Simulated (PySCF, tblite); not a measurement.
# C₇H₁₁P: geometry, infrared bands and NMR shifts

What infrared bands and NMR shifts should C₇H₁₁P (`C=CP(C#CC)CC`) show?

The runs use tblite 0.8.0 and PySCF 2.14.0, with density-fitted response routines of our own; the level of theory stands in each step. All values are computed, except where a source is named. Atoms are numbered from 0 throughout.

## 1. The molecule as given

19 atoms, charge 0, multiplicity 1; geometry from: force field or distance geometry start.

Bonds of the start (Å): C0–C1 1.30, C1–P2 1.85, P2–C3 1.82, C3–C4 1.20, C4–C5 1.46, P2–C6 1.86, C6–C7 1.52, C0–H8 1.09, C0–H9 1.11, C1–H10 1.08, C5–H11 1.12, C5–H12 1.11, C5–H13 1.11, C6–H14 1.12, C6–H15 1.12, C7–H16 1.11, C7–H17 1.10, C7–H18 1.13.

## 2. Relaxing the molecule with GFN2-xTB

The job: settings as JSON, then the geometry in Å.

```
{"job": {"kind": "relax", "xc": "GFN2-xTB", "basis": "xTB"}, "charge": 0, "multiplicity": 1}
C     -2.305400     2.548400     0.209400
C     -1.131600     2.055400    -0.036300
P     -0.464200     0.513800     0.742200
C      1.190800     0.188100     0.054300
C      2.292500    -0.022900    -0.376300
C      3.619600    -0.258600    -0.949700
C     -1.558500    -0.873500     0.162100
C     -0.939300    -2.222000     0.486100
H     -3.044000     2.117400     0.885200
H     -2.594700     3.480900    -0.309900
H     -0.482800     2.578800    -0.728500
H      3.588800    -1.071800    -1.718600
H      3.990700     0.634900    -1.499000
H      4.363400    -0.453400    -0.154300
H     -1.592700    -0.825300    -0.952300
H     -2.605500    -0.788500     0.544500
H      0.102100    -2.174100     0.115500
H     -0.902600    -2.395700     1.567800
H     -1.536400    -3.022700    -0.034300
```

The run is started by

```console
OMP_NUM_THREADS=1 python probes_run.py task.json out
```

The driver reads the jobs from task.json and runs them one after another.

**Question.** This job is followed by: GFN2-xTB harmonic vibrations, gas phase; GIAO PBE0/pcSseg-1 NMR shielding, non-relativistic, gas phase. Predict these results of the whole session: strongest single infrared mode (GFN2-xTB); zero-point energy (GFN2-xTB); 13C shifts against TMS (PBE0/pcSseg-1); 1H shifts against TMS (PBE0/pcSseg-1, means over atoms taken as alike); 31P shifts against H3PO4 (PBE0/pcSseg-1).

The runs gave:

```
                                                              quantity                                           value
                             strongest single infrared mode (GFN2-xTB)                            2321 cm⁻¹, 89 km/mol
                                          zero-point energy (GFN2-xTB)                                   96.0 kcal/mol
                                13C shifts against TMS (PBE0/pcSseg-1)  154.1, 131.6, 109.1, 86.3, 34.5, 13.2, 6.2 ppm
1H shifts against TMS (PBE0/pcSseg-1, means over atoms taken as alike)          7.08, 6.06, 5.55, 2.17, 1.82, 1.28 ppm
                              31P shifts against H3PO4 (PBE0/pcSseg-1)                                       -67.6 ppm
```

Over 84 steps the energy fell by 0.609 eV; of the close pairs, P2–C3 changed most, 1.822 to 1.766 Å. The lowest mode is imaginary (36i cm⁻¹), so the xTB geometry is not a minimum. The strongest single mode, at 2321 cm⁻¹, moves mainly C4 and C3. GFN2-xTB is a fitted tight-binding method: band positions and strengths are rough. Its intensities can rank the bands wrongly. C1 (alkene CH) lies farthest downfield among carbon, at 154.1 ppm; an sp2 carbon of a C=C bond. H10 (hydrogen on an alkene CH) lies farthest downfield among hydrogen, at 7.08 ppm; olefinic region.
